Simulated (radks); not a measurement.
# Ni in [Ne] 3s2 3p5 3d8 4s2 4p1: an all-electron calculation

The task here is to estimate one member of a computed series from the others.

Method: Dirac Kohn-Sham, LDA (Slater exchange, Perdew-Wang correlation), spin-unpolarised, spherical densities, point nucleus; open shells are shared between the two j in proportion to 2j + 1. Code: radks (a radial shooting solver on a logarithmic mesh, Libxc functionals) version 1.

**The atom as given**

```
element       : nickel (Z = 28)
charge        : 0
electrons     : 28
configuration : [Ne] 3s2 3p5 3d8 4s2 4p1
```

Outer shells as boxes (Hund's rule):

Ni
```
[Ne] core
3s [↑↓]
3p [↑↓][↑↓][↑ ]
3d [↑↓][↑↓][↑↓][↑ ][↑ ]
4s [↑↓]
4p [↑ ][  ][  ]
```

Set-up of the first run:

Input:

```text
Z 28
configuration [Ne] 3s2 3p5 3d8 4s2 4p1 5s0 4d0 5p0 4f0
relativity Dirac
functional lda,pw
spin unpolarised
j_filling average
nucleus point
c 137.035999084
```

One of the session's tables, all rows but one given; the rest of the session is left out.

It belongs to the step «Radial structure». Radial moments (bohr):

| level | <r> | outermost maximum (interpolated) | 90 % within | nodes |
| --- | --- | --- | --- | --- |
| 1s1/2 | 0.05417 | 0.0355 | 0.0968 | 0 |
| 2s1/2 | 0.2451 | 0.205 | 0.380 | 1 |
| 2p1/2 | 0.2132 | 0.163 | 0.350 | 0 |
| 2p3/2 | 0.2164 | 0.166 | 0.354 | 0 |
| 3s1/2 | 0.7360 | 0.638 | 1.10 | 2 |
| 3p1/2 | 0.7631 | 0.639 | 1.18 | 1 |
| 3p3/2 | 0.7729 | 0.646 | 1.19 | 1 |
| 3d3/2 | 0.9188 | 0.614 | 1.58 | 0 |
| 3d5/2 | 0.9240 | 0.617 | 1.58 | 0 |
| 4s1/2 | 2.524 | 2.06 | 3.84 | 3 |
| 4p1/2 | 3.481 | 2.66 | 5.51 | 2 |
| 4p3/2 | ? | ? | ? | ? |
| 5s1/2 | 9.320 | 7.43 | 14.4 | 4 |

Estimate the missing values for 4p3/2.

**Answer.** <r>: 3.535; outermost maximum (interpolated): 2.70; 90 % within: 5.59; nodes: 2. In the column «<r>» it lies between 4p1/2 (3.481) and 5s1/2 (9.320).
